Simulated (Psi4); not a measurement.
**CdH2 (SMILES [H][Cd][H]): PBE/def2-SV(P) (core potential, sweep point 1)**

What is the energy change on altering one bond length of CdH2 at PBE/def2-SV(P) (core potential, sweep point 1)? 

The results are computed with Psi4 1.11.

## Step 1: Starting point

CdH2: 3 atoms, total charge 0, spin state singlet. As SMILES, `[H][Cd][H]`. Geometry: a GFN2-xTB relaxation, a rough one for these elements and not checked as a minimum.

Bond lengths: Cd1–H2 1.657 Å, Cd1–H3 1.658 Å. Angles: H2–Cd1–H3 180.0°.

## Step 2: A single-point energy at PBE/def2-SV(P) (core potential, sweep point 1)

The input, cdh2.dat:

```
memory 1.6 GB

molecule geom {
  0 1
  Cd     0.000260     0.000150     0.000510
  H     -0.017450    -0.021530     1.657160
  H      0.017190     0.021380    -1.657670
  symmetry c1
}

set basis def2-SV(P)
set puream true
set scf_type pk
set dft_radial_points 99
set dft_spherical_points 590

energy_value, wavefunction = energy('pbe', return_wfn=True)
```

Command:

```bash
$ psi4 -n 1 cdh2.dat cdh2.out
```

cdh2.out:

```text
Psi4 1.11 release

   => Loading Basis Set <=

    Name: DEF2-SV(P)
    Role: ORBITAL
    Keyword: BASIS

    !!!  WARNING: ECP capability is in beta. Please check occupations closely.  !!!

         ---------------------------------------------------------
                                   SCF
                              RKS Reference
                        1 Threads,   1525 MiB Core
         ---------------------------------------------------------

  ==> Geometry <==

    Molecular point group: c1
    Full point group: Cs

    Geometry (in Angstrom), charge = 0, multiplicity = 1:

       Center              X                  Y                   Z               Mass
    ------------   -----------------  -----------------  -----------------  -----------------
         CD          -0.000007828756     0.000013302378    -0.000000000000   113.903365090000
         H            0.026263470784     1.656691517307     0.000000000000     1.007825032230
         H           -0.025378672710    -1.658194938609    -0.000000000000     1.007825032230

  Running in c1 symmetry.

  Rotational constants: A = 39860882.13415  B =      3.04368  C =      3.04368 [cm^-1]
  Rotational constants: A = 1194999183304.58569  B =  91247.13966  C =  91247.13270 [MHz]
  Nuclear repulsion =   12.928998111972909

  Charge       = 0
  Multiplicity = 1
  Electrons    = 22
  Nalpha       = 11
  Nbeta        = 11

  ==> Algorithm <==

  SCF Algorithm Type is PK.
  DIIS enabled.
  MOM disabled.
  Fractional occupation disabled.
  Guess Type is SAD.
  Energy threshold   = 1.00e-06
  Density threshold  = 1.00e-06
  Integral threshold = 1.00e-12

  ==> Primary Basis <==

  Basis Set: DEF2-SV(P)
    Blend: DEF2-SV(P)
    Number of shells: 14
    Number of basis functions: 28
    Number of Cartesian functions: 30
    Spherical Harmonics?: true
    Max angular momentum: 2

  Core potential: DEF2-SV(P)
    Number of shells: 4
    Number of ECP primitives: 14
    Number of ECP core electrons: 28
    Max angular momentum: 3

  ==> DFT Potential <==

   => LibXC <=

    Version 7.1.2

   => Composite Functional: PBE <=

    PBE GGA Exchange-Correlation Functional

    Deriv               =              1
    GGA                 =           TRUE
    Meta                =          FALSE

    Exchange Hybrid     =          FALSE
    MP2 Hybrid          =          FALSE

   => Exchange Functionals <=

    1.0000     XC_GGA_X_PBE

   => Correlation Functionals <=

    1.0000     XC_GGA_C_PBE

   => LibXC Density Thresholds  <==

    XC_GGA_C_PBE:  1.00E-12
    XC_GGA_X_PBE:  1.00E-15

   => Molecular Quadrature <=

    Radial Scheme          =       TREUTLER
    Pruning Scheme         =           NONE
    Nuclear Scheme         =       TREUTLER

    Blocking Scheme        =         OCTREE
    BS radius alpha        =              1
    Pruning alpha          =              1
    Radial Points          =             99
    Spherical Points       =            590
    Total Points           =         166082
    Total Blocks           =           1291
    Max Points             =            256
    Max Functions          =             28
    Weights Tolerance      =       1.00E-15

  ==> Integral Setup <==

  Using in-core PK algorithm.
   Calculation information:
      Number of atoms:                   3
      Number of AO shells:              14
      Number of primitives:             26
      Number of atomic orbitals:        30
      Number of basis functions:        28

      Integral cutoff                 1.00e-12
      Number of threads:                 1

  Performing in-core PK
  Using 165242 doubles for integral storage.
  We computed 5565 shell quartets total.
  Whereas there are 5565 unique shell quartets.

  ==> DiskJK: Disk-Based J/K Matrices <==

    J tasked:                  Yes
    K tasked:                   No
    wK tasked:                  No
    Memory [MiB]:             1012
    Schwarz Cutoff:          1E-12

  Cached 100.0% of DFT collocation blocks in 0.129 [GiB].

  Minimum eigenvalue in the overlap matrix is 2.5866566159E-02.
  Reciprocal condition number of the overlap matrix is 7.1126587989E-03.
    Using symmetric orthogonalization.

  ==> Pre-Iterations <==

  SCF Guess: Superposition of Atomic Densities via on-the-fly atomic UHF (no occupation information).

   -------------------------
    Irrep   Nso     Nmo
   -------------------------
     A         28      28
   -------------------------
    Total      28      28
   -------------------------

  ==> Iterations <==

                        Total Energy        Delta E     RMS |[F,P]|

   @RKS iter SAD:  -168.21503424862786   -1.68215e+02   0.00000e+00
   @RKS iter   1:  -168.85149535160699   -6.36461e-01   5.54570e-03 DIIS/ADIIS
   @RKS iter   2:  -168.87025414926813   -1.87588e-02   3.15887e-03 DIIS/ADIIS
   @RKS iter   3:  -168.87994096276967   -9.68681e-03   3.30542e-04 DIIS/ADIIS
   @RKS iter   4:  -168.87997958586413   -3.86231e-05   2.05347e-04 DIIS/ADIIS
   @RKS iter   5:  -168.87999283292956   -1.32471e-05   6.66361e-06 DIIS
   @RKS iter   6:  -168.87999286723516   -3.43056e-08   6.17473e-07 DIIS
  Energy and wave function converged.

  ==> Post-Iterations <==

   Electrons on quadrature grid:
      Ntotal   =   21.9999999626 ; deviation = -3.736e-08

    Orbital Energies [Eh]
    ---------------------

    Doubly Occupied:

       1A     -4.005413     2A     -2.547703     3A     -2.547703
       4A     -2.545180     5A     -0.497922     6A     -0.465805
       7A     -0.465805     8A     -0.464293     9A     -0.464293
      10A     -0.297999    11A     -0.246109

    Virtual:

      12A     -0.049871    13A     -0.049871    14A      0.003342
      15A      0.084006    16A      0.098558    17A      0.279678
      18A      0.279678    19A      0.353814    20A      0.448572
      21A      0.453032    22A      0.453032    23A      0.476900
      24A      0.476900    25A      0.693230    26A      0.960938
      27A      2.008023    28A     56.439573

    Final Occupation by Irrep:
              A
    DOCC [    11 ]
    NA   [    11 ]
    NB   [    11 ]

  @RKS Final Energy:  -168.87999286723516

   => Energetics <=

    Nuclear Repulsion Energy =             12.9289981119729092
    One-Electron Energy =                -323.2853264348597122
    Two-Electron Energy =                 157.5632178823690879
    DFT Exchange-Correlation Energy =     -16.0868824267174517
    Empirical Dispersion Energy =           0.0000000000000000
    VV10 Nonlocal Energy =                  0.0000000000000000
    Total Energy =                       -168.8799928672351598

Computation Completed

Properties will be evaluated at   0.000000,   0.000000,   0.000000 [a0]

Properties computed using the SCF density matrix

 Multipole Moments:

 ------------------------------------------------------------------------------------
     Multipole            Electronic (a.u.)      Nuclear  (a.u.)        Total (a.u.)
 ------------------------------------------------------------------------------------

 L = 1.  Multiply by 2.5417464519 to convert [e a0] to [Debye]
 Dipole X            :         -0.0017771            0.0013761           -0.0004009
 Dipole Y            :          0.0036062           -0.0023383            0.0012679
 Dipole Z            :         -0.0000000            0.0000000           -0.0000000
 Magnitude           :                                                    0.0013298

 ------------------------------------------------------------------------------------

	total time  =          2 seconds =       0.03 minutes

    Psi4 run time: 0:00:02.93
```

Run time: 4.5 s. Hardware: 1 thread of Intel Xeon Platinum 8259CL at 2.50GHz (Skylake/Cascade Lake), shared host; peak memory 0.34 GiB.

## Step 3: The distorted shape at the same level

The input, job.in:

```
memory 1600 MB

molecule m {
  0 1
  Cd    -0.003126    -0.004096     0.332163
  H     -0.020836    -0.025776     1.988813
  H      0.017190     0.021380    -1.657670
  symmetry c1
}

set reference rks
set puream true
set scf_type pk
set dft_radial_points 99
set dft_spherical_points 590

energy("pbe/def2-SV(P)")
```

Command:

```bash
$ psi4 -i job.in -o job.out -n 1
```

job.out:

```text
Psi4 1.11 release

   => Loading Basis Set <=

    Name: DEF2-SV(P)
    Role: ORBITAL
    Keyword: BASIS

    !!!  WARNING: ECP capability is in beta. Please check occupations closely.  !!!

         ---------------------------------------------------------
                                   SCF
                              RKS Reference
                        1 Threads,   1525 MiB Core
         ---------------------------------------------------------

  ==> Geometry <==

    Molecular point group: c1
    Full point group: Cs

    Geometry (in Angstrom), charge = 0, multiplicity = 1:

       Center              X                  Y                   Z               Mass
    ------------   -----------------  -----------------  -----------------  -----------------
         CD           0.000036288678     0.002896814500     0.000000000000   113.903365090000
         H            0.026308452414     1.659575015724     0.000000000000     1.007825032230
         H           -0.030409762065    -1.986970058514    -0.000000000000     1.007825032230

  Running in c1 symmetry.

  Rotational constants: A = 33755669.28281  B =      2.49474  C =      2.49474 [cm^-1]
  Rotational constants: A = 1011969506572.93640  B =  74790.41777  C =  74790.41224 [MHz]
  Nuclear repulsion =   11.850806784624394

  Charge       = 0
  Multiplicity = 1
  Electrons    = 22
  Nalpha       = 11
  Nbeta        = 11

  ==> Algorithm <==

  SCF Algorithm Type is PK.
  DIIS enabled.
  MOM disabled.
  Fractional occupation disabled.
  Guess Type is SAD.
  Energy threshold   = 1.00e-06
  Density threshold  = 1.00e-06
  Integral threshold = 1.00e-12

  ==> Primary Basis <==

  Basis Set: DEF2-SV(P)
    Blend: DEF2-SV(P)
    Number of shells: 14
    Number of basis functions: 28
    Number of Cartesian functions: 30
    Spherical Harmonics?: true
    Max angular momentum: 2

  Core potential: DEF2-SV(P)
    Number of shells: 4
    Number of ECP primitives: 14
    Number of ECP core electrons: 28
    Max angular momentum: 3

  ==> DFT Potential <==

   => LibXC <=

    Version 7.1.2

   => Composite Functional: PBE <=

    PBE GGA Exchange-Correlation Functional

    Deriv               =              1
    GGA                 =           TRUE
    Meta                =          FALSE

    Exchange Hybrid     =          FALSE
    MP2 Hybrid          =          FALSE

   => Exchange Functionals <=

    1.0000     XC_GGA_X_PBE

   => Correlation Functionals <=

    1.0000     XC_GGA_C_PBE

   => LibXC Density Thresholds  <==

    XC_GGA_C_PBE:  1.00E-12
    XC_GGA_X_PBE:  1.00E-15

   => Molecular Quadrature <=

    Radial Scheme          =       TREUTLER
    Pruning Scheme         =           NONE
    Nuclear Scheme         =       TREUTLER

    Blocking Scheme        =         OCTREE
    BS radius alpha        =              1
    Pruning alpha          =              1
    Radial Points          =             99
    Spherical Points       =            590
    Total Points           =         166293
    Total Blocks           =           1300
    Max Points             =            256
    Max Functions          =             28
    Weights Tolerance      =       1.00E-15

  ==> Integral Setup <==

  Using in-core PK algorithm.
   Calculation information:
      Number of atoms:                   3
      Number of AO shells:              14
      Number of primitives:             26
      Number of atomic orbitals:        30
      Number of basis functions:        28

      Integral cutoff                 1.00e-12
      Number of threads:                 1

  Performing in-core PK
  Using 165242 doubles for integral storage.
  We computed 5565 shell quartets total.
  Whereas there are 5565 unique shell quartets.

  ==> DiskJK: Disk-Based J/K Matrices <==

    J tasked:                  Yes
    K tasked:                   No
    wK tasked:                  No
    Memory [MiB]:             1012
    Schwarz Cutoff:          1E-12

  Cached 100.0% of DFT collocation blocks in 0.129 [GiB].

  Minimum eigenvalue in the overlap matrix is 2.6344297152E-02.
  Reciprocal condition number of the overlap matrix is 7.4899685098E-03.
    Using symmetric orthogonalization.

  ==> Pre-Iterations <==

  SCF Guess: Superposition of Atomic Densities via on-the-fly atomic UHF (no occupation information).

   -------------------------
    Irrep   Nso     Nmo
   -------------------------
     A         28      28
   -------------------------
    Total      28      28
   -------------------------

  ==> Iterations <==

                        Total Energy        Delta E     RMS |[F,P]|

   @RKS iter SAD:  -168.15232474497233   -1.68152e+02   0.00000e+00
   @RKS iter   1:  -168.83962266342803   -6.87298e-01   5.38270e-03 ADIIS/DIIS
   @RKS iter   2:  -168.85296027148530   -1.33376e-02   3.75229e-03 ADIIS/DIIS
   @RKS iter   3:  -168.86704551778180   -1.40852e-02   1.27296e-03 ADIIS/DIIS
   @RKS iter   4:  -168.86797241341822   -9.26896e-04   1.14496e-04 ADIIS/DIIS
   @RKS iter   5:  -168.86798027333683   -7.85992e-06   3.11603e-05 DIIS
   @RKS iter   6:  -168.86798087600297   -6.02666e-07   1.44773e-05 DIIS
   @RKS iter   7:  -168.86798109654498   -2.20542e-07   6.07005e-07 DIIS
  Energy and wave function converged.

  ==> Post-Iterations <==

   Electrons on quadrature grid:
      Ntotal   =   21.9999999891 ; deviation = -1.088e-08

    Orbital Energies [Eh]
    ---------------------

    Doubly Occupied:

       1A     -4.007970     2A     -2.551132     3A     -2.551132
       4A     -2.546320     5A     -0.488759     6A     -0.470125
       7A     -0.470125     8A     -0.466386     9A     -0.466386
      10A     -0.298668    11A     -0.235600

    Virtual:

      12A     -0.052450    13A     -0.052450    14A     -0.035749
      15A      0.077644    16A      0.112552    17A      0.276786
      18A      0.276786    19A      0.304815    20A      0.447190
      21A      0.455790    22A      0.455790    23A      0.473297
      24A      0.473297    25A      0.666335    26A      0.861609
      27A      1.980982    28A     56.426502

    Final Occupation by Irrep:
              A
    DOCC [    11 ]
    NA   [    11 ]
    NB   [    11 ]

  @RKS Final Energy:  -168.86798109654498

   => Energetics <=

    Nuclear Repulsion Energy =             11.8508067846243943
    One-Electron Energy =                -321.1222425071078419
    Two-Electron Energy =                 156.4506054517723896
    DFT Exchange-Correlation Energy =     -16.0471508258339384
    Empirical Dispersion Energy =           0.0000000000000000
    VV10 Nonlocal Energy =                  0.0000000000000000
    Total Energy =                       -168.8679810965449803

Computation Completed

Properties will be evaluated at   0.000000,   0.000000,   0.000000 [a0]

Properties computed using the SCF density matrix

 Multipole Moments:

 ------------------------------------------------------------------------------------
     Multipole            Electronic (a.u.)      Nuclear  (a.u.)        Total (a.u.)
 ------------------------------------------------------------------------------------

 L = 1.  Multiply by 2.5417464519 to convert [e a0] to [Debye]
 Dipole X            :          0.0104560           -0.0063788            0.0040772
 Dipole Y            :          0.8009593           -0.5092032            0.2917561
 Dipole Z            :         -0.0000006           -0.0000000           -0.0000006
 Magnitude           :                                                    0.2917846

 ------------------------------------------------------------------------------------

	total time  =          3 seconds =       0.05 minutes

    Psi4 run time: 0:00:03.19
```

It took 4.5 s on 1 thread of Intel Xeon Platinum 8259CL at 2.50GHz (Skylake/Cascade Lake), shared host; peak memory 0.34 GiB.

## Step 4: Outcome

At PBE/def2-SV(P) (core potential, sweep point 1):

```
                                                          quantity          value
                                         first shape: total energy  -168.87999 Eh
                                        first shape: dipole moment         0.00 D
                                          first shape: HOMO energy       -6.70 eV
                                          first shape: LUMO energy       -1.36 eV
                                        first shape: HOMO–LUMO gap        5.34 eV
                                     distorted shape: total energy  -168.86798 Eh
                                    distorted shape: dipole moment         0.74 D
                                      distorted shape: HOMO energy       -6.41 eV
                                      distorted shape: LUMO energy       -1.43 eV
                                    distorted shape: HOMO–LUMO gap        4.98 eV
energy change with the Cd1–H3 bond stretched from 1.658 to 1.990 Å       0.327 eV
```

**Reading.** With the Cd1–H3 bond stretched from 1.658 to 1.990 Å the energy rises by 0.33 eV (31.5 kJ/mol). The first shape isn't relaxed at this level, so the change isn't measured from a minimum.
